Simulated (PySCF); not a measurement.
# CrBr₄ (-2): ligand-field states, part 2 of 3

PySCF 2.14.0. Atoms count from 0.

## (5) Ligand-field states: state-averaged CASSCF (angle to the S4 axis at 60°) in water

The job: settings as JSON, then the geometry in Å.

```
{"job": {"kind": "lf", "basis": {"metal": "x2c-TZVPall", "ligand": "x2c-SVPall"}, "nevpt": true, "solvent": "water", "reuse": true}, "charge": -2, "metal": "Cr", "open_shell": "d4"}
Cr     0.000000     0.000000     0.000000
Br     1.555426     1.555426     1.270000
Br    -1.555426    -1.555426     1.270000
Br    -1.555426     1.555426    -1.270000
Br     1.555426    -1.555426    -1.270000
```

With the program's defaults for keys left out, this is: state-averaged CASSCF of the metal d shell, SC-NEVPT2 on the averaged canonical orbitals, state-interaction spin-orbit coupling.

Output:

```text
basis functions 176, electrons 166, active (4e, 5o)
start from the orbitals of the previous structure
stage 1: DIIS on the effective Fock matrix, level shift 0.30
cycle   1  E = -11464.2869747960  dE = -1.146e+04  max|g| = 2.904e+00
cycle   2  E = -11465.8301178883  dE = -1.543e+00  max|g| = 4.188e-01
cycle   3  E = -11465.9943779259  dE = -1.643e-01  max|g| = 1.394e-01
cycle   4  E = -11466.0074130484  dE = -1.304e-02  max|g| = 1.321e-01
cycle   5  E = -11466.0267844004  dE = -1.937e-02  max|g| = 1.004e-01
cycle   6  E = -11466.0382905831  dE = -1.151e-02  max|g| = 6.715e-02
cycle   7  E = -11466.0434809633  dE = -5.190e-03  max|g| = 3.617e-02
cycle   8  E = -11466.0445812771  dE = -1.100e-03  max|g| = 2.995e-02
cycle   9  E = -11466.0446764391  dE = -9.516e-05  max|g| = 2.758e-02
cycle  10  E = -11466.0448291580  dE = -1.527e-04  max|g| = 2.779e-02
cycle  11  E = -11466.0449343857  dE = -1.052e-04  max|g| = 2.543e-02
cycle  12  E = -11466.0450009604  dE = -6.657e-05  max|g| = 2.303e-02
cycle  13  E = -11466.0450810741  dE = -8.011e-05  max|g| = 2.154e-02
cycle  14  E = -11466.0451369898  dE = -5.592e-05  max|g| = 1.979e-02
cycle  15  E = -11466.0452291179  dE = -9.213e-05  max|g| = 1.765e-02
cycle  16  E = -11466.0453281104  dE = -9.899e-05  max|g| = 1.270e-02
cycle  17  E = -11466.0453856666  dE = -5.756e-05  max|g| = 9.590e-03
cycle  18  E = -11466.0454133865  dE = -2.772e-05  max|g| = 8.702e-03
cycle  19  E = -11466.0454330128  dE = -1.963e-05  max|g| = 8.358e-03
cycle  20  E = -11466.0454509564  dE = -1.794e-05  max|g| = 9.721e-03
cycle  21  E = -11466.0454452769  dE =  5.679e-06  max|g| = 9.646e-03
cycle  22  E = -11466.0454329054  dE =  1.237e-05  max|g| = 9.498e-03
cycle  23  E = -11466.0454112952  dE =  2.161e-05  max|g| = 1.069e-02
cycle  24  E = -11466.0453730110  dE =  3.828e-05  max|g| = 1.402e-02
cycle  25  E = -11466.0453104974  dE =  6.251e-05  max|g| = 1.806e-02
cycle  26  E = -11466.0452360889  dE =  7.441e-05  max|g| = 2.214e-02
stage 2: quasi-Newton rotations from the point of smallest gradient
cycle  28  E = -11466.0455036896  dE = -7.068e-05  max|g| = 3.061e-03
cycle  29  E = -11466.0455115362  dE = -7.847e-06  max|g| = 2.040e-03
cycle  30  E = -11466.0455132416  dE = -1.705e-06  max|g| = 1.415e-04
cycle  31  E = -11466.0455132684  dE = -2.687e-08  max|g| = 2.829e-05
cycle  32  E = -11466.0455132701  dE = -1.624e-09  max|g| = 1.125e-05
cycle  33  E = -11466.0455132702  dE = -1.091e-10  max|g| = 2.000e-06
converged average energy = -11466.0455132702

 mult deg   label        CASSCF/cm-1   NEVPT2/cm-1
   5   1   5B2                 0.0           0.0
   5   2   5E               1923.0        2222.8
   5   1   5B1              3611.4        4355.5
   5   1   5A1              4285.2        5043.6
   3   2   3E              17957.7       16345.5
   3   1   3A2             18643.6       17572.8
   3   1   3B2             18736.7       17703.7
   3   2   3E              19413.5       18304.7
   3   1   3A2             19916.9       18316.3
   3   1   3A1             20663.7       19780.7
   3   2   3E              20764.0       19852.3
   3   1   3A2             21979.5       20066.2
   3   1   3B2             22555.7       20277.5
   3   2   3E              22140.9       20345.0
   3   2   3E              23130.9       21146.3
   3   1   3B1             21538.7       21154.2
   1   1   1A1             25124.6       22039.2
   3   2   3E              23966.6       22189.8
   3   1   3A2             23760.8       22242.6
   3   1   3B1             24179.4       22305.5
   3   1   3B2             24556.9       22619.6
   3   1   3A1             25178.8       23389.1
   3   2   3E              24978.1       23456.3
   1   2   1E              26328.8       24003.6
   3   1   3B1             25921.2       24086.8
   3   1   3A1             27016.9       25252.3
   3   2   3E              26941.5       25418.7
   1   1   1A2             27647.7       25579.9
   1   1   1B2             27485.7       25949.5
   1   1   1A1             28975.5       26179.5
   1   1   1B1             29098.5       26301.8
   3   1   3A2             27611.9       26363.3
   3   1   3B2             31265.1       27048.5
   3   2   3E              31543.4       27368.9
   1   2   1E              28762.8       27455.7
   1   1   1A2             30523.1       27883.6
   1   2   1E              30173.7       28379.0
   3   1   3A1             33001.9       29186.5
   3   1   3B1             33180.8       29341.0
   1   1   1B2             30745.4       29464.1
   1   1   1A1             31112.0       29558.7
   1   1   1B1             30529.5       29577.9
   1   2   1E              31559.1       29727.5
   1   1   1A1             32147.2       29939.5
   1   2   1E              33231.1       30619.4
   1   1   1B1             32453.7       31077.9
   1   1   1B2             33766.4       31298.0
   1   1   1A1             36628.7       31734.0
   1   2   1E              37158.2       33386.7
   1   1   1B2             37366.6       33737.1
   1   1   1A1             38956.2       35400.8
   1   1   1B1             40296.5       36907.0
   1   1   1A2             43423.1       38454.5
   1   1   1B1             43580.6       38798.9
   1   2   1E              43689.7       38860.9
   1   1   1B2             44265.8       39436.6
   1   2   1E              44921.8       39995.2
   3   1   3A2             49966.2       42837.2
   3   2   3E              50784.3       43962.1
   3   1   3B1             50978.4       44210.3

spin-orbit levels / cm-1
      0.00  x1  5B2 1.00
      0.03  x1  5B2 1.00
      8.98  x2  5B2 1.00
     11.98  x1  5B2 1.00
   2151.55  x2  5E 1.00
   2174.29  x1  5E 0.99
   2197.97  x1  5E 1.00
   2224.60  x2  5E 0.99
   2259.05  x1  5E 0.99
   2272.29  x1  5E 1.00
   2312.92  x2  5E 1.00
   4378.94  x1  5B1 1.00
   4379.24  x2  5B1 1.00
   4380.05  x1  5B1 1.00
   4380.11  x1  5B1 1.00
   5064.33  x1  5A1 1.00
   5064.37  x1  5A1 1.00
   5071.60  x2  5A1 0.99
   5074.01  x1  5A1 0.99
  16275.51  x1  3E 0.98
  16321.16  x1  3E 1.00
  16355.77  x2  3E 0.99
  16383.84  x1  3E 0.99
  16395.79  x1  3E 1.00
  17581.68  x1  3A2 0.99
  17585.03  x2  3A2 0.99
  17707.93  x2  3B2 0.99
  17718.45  x1  3B2 0.99
  18231.66  x1  3E 0.64 3A2 0.35
  18268.11  x1  3E 0.99
```

It took 28 s on 1 thread of Arm Neoverse V2, shared host; peak memory 0.55 GiB.

From this job:

| quantity | value |
| --- | --- |
| spin-orbit constant ζ | 203 cm⁻¹ |

Powder susceptibility:

| T (K) | χT (cm³ K/mol) | μ(eff) |
| --- | --- | --- |
| 2 | 2.128 | 4.12 |
| 20 | 2.816 | 4.75 |
| 100 | 2.881 | 4.80 |
| 300 | 2.935 | 4.84 |

## (6) Ligand-field states: state-averaged CASSCF (angle to the S4 axis at 65°) in water

The job: settings as JSON, then the geometry in Å.

```
{"job": {"kind": "lf", "basis": {"metal": "x2c-TZVPall", "ligand": "x2c-SVPall"}, "nevpt": true, "solvent": "water", "reuse": true}, "charge": -2, "metal": "Cr", "open_shell": "d4"}
Cr     0.000000     0.000000     0.000000
Br     1.627775     1.627775     1.073450
Br    -1.627775    -1.627775     1.073450
Br    -1.627775     1.627775    -1.073450
Br     1.627775    -1.627775    -1.073450
```

With the program's defaults for keys left out, this is: state-averaged CASSCF of the metal d shell, SC-NEVPT2 on the averaged canonical orbitals, state-interaction spin-orbit coupling.

Output:

```text
basis functions 176, electrons 166, active (4e, 5o)
start from the orbitals of the previous structure
stage 1: DIIS on the effective Fock matrix, level shift 0.30
cycle   1  E = -11465.4804721102  dE = -1.147e+04  max|g| = 1.319e+00
cycle   2  E = -11465.9763164972  dE = -4.958e-01  max|g| = 2.554e-01
cycle   3  E = -11466.0268153915  dE = -5.050e-02  max|g| = 7.666e-02
cycle   4  E = -11466.0315318349  dE = -4.716e-03  max|g| = 6.030e-02
cycle   5  E = -11466.0354579913  dE = -3.926e-03  max|g| = 4.588e-02
cycle   6  E = -11466.0386435544  dE = -3.186e-03  max|g| = 2.871e-02
cycle   7  E = -11466.0396941726  dE = -1.051e-03  max|g| = 1.351e-02
cycle   8  E = -11466.0398045672  dE = -1.104e-04  max|g| = 9.999e-03
cycle   9  E = -11466.0397977659  dE =  6.801e-06  max|g| = 1.186e-02
cycle  10  E = -11466.0397653079  dE =  3.246e-05  max|g| = 1.332e-02
cycle  11  E = -11466.0397182084  dE =  4.710e-05  max|g| = 1.456e-02
cycle  12  E = -11466.0396369775  dE =  8.123e-05  max|g| = 1.638e-02
cycle  13  E = -11466.0395145713  dE =  1.224e-04  max|g| = 1.727e-02
cycle  14  E = -11466.0392496963  dE =  2.649e-04  max|g| = 2.247e-02
cycle  15  E = -11466.0387573971  dE =  4.923e-04  max|g| = 3.003e-02
cycle  16  E = -11466.0378264572  dE =  9.309e-04  max|g| = 3.990e-02
stage 2: quasi-Newton rotations from the point of smallest gradient
cycle  18  E = -11466.0400450688  dE = -2.405e-04  max|g| = 2.842e-03
cycle  19  E = -11466.0400670016  dE = -2.193e-05  max|g| = 2.092e-03
cycle  20  E = -11466.0400693938  dE = -2.392e-06  max|g| = 8.961e-04
cycle  21  E = -11466.0400698660  dE = -4.722e-07  max|g| = 1.011e-04
cycle  22  E = -11466.0400698889  dE = -2.292e-08  max|g| = 2.330e-05
cycle  23  E = -11466.0400698905  dE = -1.604e-09  max|g| = 5.084e-06
converged average energy = -11466.0400698905

 mult deg   label        CASSCF/cm-1   NEVPT2/cm-1
   5   1   5B2                 0.0           0.0
   5   2   5E               3909.7        4526.8
   5   1   5B1              4617.8        5611.6
   5   1   5A1              5946.6        7022.0
   3   2   3E              18685.9       17158.1
   3   1   3B2             19173.9       18112.7
   3   1   3A2             19393.4       18400.4
   3   2   3E              20611.7       19393.3
   3   1   3A2             21368.5       19915.6
   3   1   3A1             21246.3       20196.6
   3   2   3E              22748.1       20880.0
   3   1   3A2             22767.2       20935.1
   3   1   3B2             23279.8       21023.1
   3   2   3E              22349.6       21839.3
   3   1   3B1             22962.2       22812.7
   3   2   3E              24510.7       22935.6
   3   1   3B1             25112.8       23363.5
   1   1   1A1             26202.9       23380.3
   3   1   3A2             24870.3       23561.7
   3   2   3E              25464.1       23883.3
   3   1   3B2             26110.1       24540.4
   1   2   1E              27002.8       24834.0
   3   1   3A1             26380.1       25009.0
   3   2   3E              26777.2       25608.6
   1   1   1B2             27788.9       26246.3
   1   1   1A1             29337.6       26310.1
   3   1   3B1             27893.1       26434.4
   3   1   3A1             28333.1       26845.1
   1   1   1B1             29789.5       26930.2
   3   2   3E              28675.3       27556.0
   1   1   1A2             29792.8       28108.7
   1   1   1A2             31181.2       28581.0
   1   2   1E              30234.1       28728.7
   3   1   3A2             29631.3       28794.6
   3   1   3B2             32731.5       28876.4
   3   2   3E              33053.5       29193.9
   1   2   1E              30940.6       29293.8
   3   1   3A1             34348.0       30861.1
   1   1   1B1             31689.1       30902.5
   1   1   1B2             32146.4       31037.0
   3   1   3B1             34810.8       31295.4
   1   1   1A1             32501.8       31531.1
   1   2   1E              33020.3       31702.8
   1   1   1A1             34159.0       31970.8
   1   2   1E              34725.5       32186.2
   1   1   1B2             35282.9       32821.3
   1   1   1B1             34012.5       32972.9
   1   1   1A1             37513.5       33259.1
   1   2   1E              38537.3       35137.1
   1   1   1B2             38969.5       35910.0
   1   1   1A1             40054.0       36349.1
   1   1   1B1             41652.2       37950.6
   1   1   1A2             43987.2       39233.1
   1   2   1E              44582.2       40055.6
   1   1   1B2             45795.5       41241.2
   1   1   1B1             45765.6       41978.1
   1   2   1E              46988.7       42312.2
   3   1   3A2             50012.9       43036.3
   3   2   3E              51148.1       44455.8
   3   1   3B1             52636.3       46251.7

spin-orbit levels / cm-1
      0.00  x1  5B2 1.00
      0.01  x1  5B2 1.00
      7.72  x2  5B2 1.00
     10.29  x1  5B2 1.00
   4444.55  x2  5E 1.00
   4465.39  x1  5E 0.99
   4491.66  x1  5E 0.99
   4518.02  x2  5E 0.99
   4551.74  x1  5E 0.98
   4573.21  x1  5E 1.00
   4615.62  x2  5E 0.99
   5632.84  x1  5B1 0.99
   5633.00  x1  5B1 0.99
   5639.27  x2  5B1 0.98
   5641.29  x1  5B1 0.98
   7039.83  x1  5A1 1.00
   7039.85  x1  5A1 1.00
   7048.44  x2  5A1 0.99
   7051.29  x1  5A1 0.99
  17118.29  x1  3E 0.99
  17155.38  x1  3E 1.00
  17166.61  x1  3E 0.99
  17167.19  x2  3E 1.00
  17180.82  x1  3E 1.00
  18115.85  x2  3B2 1.00
  18126.92  x1  3B2 1.00
  18404.05  x2  3A2 1.00
  18412.78  x1  3A2 1.00
  19321.82  x1  3E 0.97
  19347.08  x1  3E 0.99
```

It took 25 s on 1 thread of Arm Neoverse V2, shared host; peak memory 0.55 GiB.

In short:

| quantity | value |
| --- | --- |
| spin-orbit constant ζ | 203 cm⁻¹ |

Powder susceptibility:

```
T (K)  χT (cm³ K/mol)  μ(eff)
    2           2.226    4.22
   20           2.879    4.80
  100           2.925    4.84
  300           2.960    4.87
```

## (7) Ligand-field states: state-averaged CASSCF (angle to the S4 axis at 72°) in water

The job: settings as JSON, then the geometry in Å.

```
{"job": {"kind": "lf", "basis": {"metal": "x2c-TZVPall", "ligand": "x2c-SVPall"}, "nevpt": true, "solvent": "water", "reuse": true}, "charge": -2, "metal": "Cr", "open_shell": "d4"}
Cr     0.000000     0.000000     0.000000
Br     1.708146     1.708146     0.784903
Br    -1.708146    -1.708146     0.784903
Br    -1.708146     1.708146    -0.784903
Br     1.708146    -1.708146    -0.784903
```

With the program's defaults for keys left out, this is: state-averaged CASSCF of the metal d shell, SC-NEVPT2 on the averaged canonical orbitals, state-interaction spin-orbit coupling.

Output:

```text
basis functions 176, electrons 166, active (4e, 5o)
start from the orbitals of the previous structure
stage 1: DIIS on the effective Fock matrix, level shift 0.30
cycle   1  E = -11464.9670507715  dE = -1.146e+04  max|g| = 1.566e+00
cycle   2  E = -11465.9079591485  dE = -9.409e-01  max|g| = 3.656e-01
cycle   3  E = -11466.0030711434  dE = -9.511e-02  max|g| = 1.110e-01
cycle   4  E = -11466.0083871492  dE = -5.316e-03  max|g| = 1.057e-01
cycle   5  E = -11466.0160147510  dE = -7.628e-03  max|g| = 9.228e-02
cycle   6  E = -11466.0237196824  dE = -7.705e-03  max|g| = 5.797e-02
cycle   7  E = -11466.0271125738  dE = -3.393e-03  max|g| = 3.891e-02
cycle   8  E = -11466.0274107205  dE = -2.981e-04  max|g| = 3.203e-02
cycle   9  E = -11466.0271292403  dE =  2.815e-04  max|g| = 3.914e-02
cycle  10  E = -11466.0267648189  dE =  3.644e-04  max|g| = 4.359e-02
cycle  11  E = -11466.0262120138  dE =  5.528e-04  max|g| = 4.953e-02
cycle  12  E = -11466.0249152012  dE =  1.297e-03  max|g| = 6.325e-02
cycle  13  E = -11466.0224684793  dE =  2.447e-03  max|g| = 8.234e-02
cycle  14  E = -11466.0174382490  dE =  5.030e-03  max|g| = 1.104e-01
cycle  15  E = -11466.0076911906  dE =  9.747e-03  max|g| = 1.509e-01
stage 2: quasi-Newton rotations from the point of smallest gradient
cycle  17  E = -11466.0290358085  dE = -1.625e-03  max|g| = 6.959e-03
cycle  18  E = -11466.0291629361  dE = -1.271e-04  max|g| = 2.428e-03
cycle  19  E = -11466.0291710328  dE = -8.097e-06  max|g| = 9.334e-04
cycle  20  E = -11466.0291717545  dE = -7.217e-07  max|g| = 6.297e-04
cycle  21  E = -11466.0291719463  dE = -1.917e-07  max|g| = 5.358e-05
cycle  22  E = -11466.0291719533  dE = -7.007e-09  max|g| = 1.075e-05
cycle  23  E = -11466.0291719538  dE = -5.220e-10  max|g| = 3.998e-06
converged average energy = -11466.0291719538

 mult deg   label        CASSCF/cm-1   NEVPT2/cm-1
   5   1   5B2                 0.0           0.0
   5   1   5B1              6090.4        7490.9
   5   2   5E               6696.7        7797.8
   5   1   5A1              8258.9        9871.8
   3   2   3E              19419.5       18013.8
   3   1   3B2             19536.8       18380.7
   3   1   3A2             19829.0       18747.6
   3   2   3E              21777.1       20271.2
   3   1   3A1             21881.9       20618.1
   3   1   3A2             23285.5       21163.2
   3   2   3E              23555.1       21563.4
   3   1   3B2             23953.8       21632.3
   3   1   3A2             24136.9       23594.0
   3   2   3E              24467.7       24459.5
   3   1   3B1             24753.1       24818.0
   3   1   3B1             26328.4       24845.6
   1   1   1A1             27403.2       25066.7
   3   2   3E              26353.7       25312.9
   3   1   3A2             26636.1       25601.3
   1   2   1E              27741.6       25796.4
   1   1   1A1             29934.0       26464.8
   1   1   1B2             28115.7       26561.1
   3   2   3E              27764.9       26740.7
   3   1   3A1             28168.3       27401.2
   3   1   3B2             28404.1       27426.4
   1   1   1B1             30623.7       27775.2
   3   2   3E              28853.3       27893.8
   1   2   1E              31152.9       28783.7
   3   1   3A1             30209.1       29208.5
   3   1   3B1             30459.5       29413.2
   1   1   1A2             31986.1       29704.5
   1   1   1A2             32801.2       31354.5
   3   2   3E              31809.6       31415.3
   1   2   1E              32778.5       31963.5
   3   1   3B2             35166.3       31988.5
   3   2   3E              35286.2       31988.9
   3   1   3A2             32457.2       32070.0
   1   1   1A1             33450.0       32217.8
   1   1   1B1             33168.9       32522.7
   1   1   1B2             33987.5       33080.9
   3   1   3A1             36313.8       33386.0
   1   2   1E              34631.5       33547.8
   1   1   1A1             36343.9       33985.7
   1   1   1B2             36939.1       34302.0
   3   1   3B1             37337.6       34409.6
   1   2   1E              36960.4       34470.9
   1   1   1B1             36136.5       35472.0
   1   1   1A1             39851.4       37428.1
   1   2   1E              40839.9       38349.7
   1   1   1A1             41991.5       38352.9
   1   1   1B1             42956.3       39103.2
   1   1   1B2             41534.4       39510.2
   1   1   1A2             44902.9       40528.6
   1   2   1E              45863.1       41805.6
   1   1   1B2             47844.2       43600.8
   3   1   3A2             50366.1       43821.8
   1   2   1E              49796.5       45479.1
   3   2   3E              51979.6       45702.9
   1   1   1B1             49464.5       46956.3
   3   1   3B2             55450.2       49482.0

spin-orbit levels / cm-1
      0.00  x2  5B2 1.00
      6.31  x2  5B2 1.00
      8.42  x1  5B2 1.00
   7444.07  x1  5B1 0.88 5E 0.12
   7451.02  x2  5B1 0.88 5E 0.12
   7472.80  x1  5B1 0.90 5E 0.10
   7475.56  x1  5B1 0.92 5E 0.08
   7700.30  x2  5E 0.99
   7757.50  x1  5E 0.89 5B1 0.10
   7785.78  x1  5E 0.92 5B1 0.08
   7820.21  x2  5E 0.94 5B1 0.06
   7844.68  x1  5E 1.00
   7897.26  x1  5E 0.87 5B1 0.12
   7921.25  x2  5E 0.94 5B1 0.06
   9887.83  x1  5A1 1.00
   9887.85  x1  5A1 1.00
   9898.57  x2  5A1 0.99
   9902.11  x1  5A1 0.99
  17992.30  x1  3E 0.99
  18008.05  x1  3E 0.99
  18009.59  x1  3E 1.00
  18021.37  x2  3E 0.99
  18034.43  x1  3E 1.00
  18383.66  x2  3B2 0.99
  18394.86  x1  3B2 0.99
  18748.47  x2  3A2 1.00
  18757.90  x1  3A2 1.00
  20105.24  x1  3E 0.93 3A2 0.05
  20192.52  x1  3E 0.99
  20245.09  x2  3E 0.97
```

It took 24 s on 1 thread of Arm Neoverse V2, shared host; peak memory 0.55 GiB.

In short:

```
             quantity     value
spin-orbit constant ζ  205 cm⁻¹
```

Powder susceptibility:

```csv
T (K),χT (cm³ K/mol),μ(eff)
2,2.339,4.33
20,2.921,4.83
100,2.952,4.86
300,2.976,4.88
```

(Part 2 of 3 ends here.)
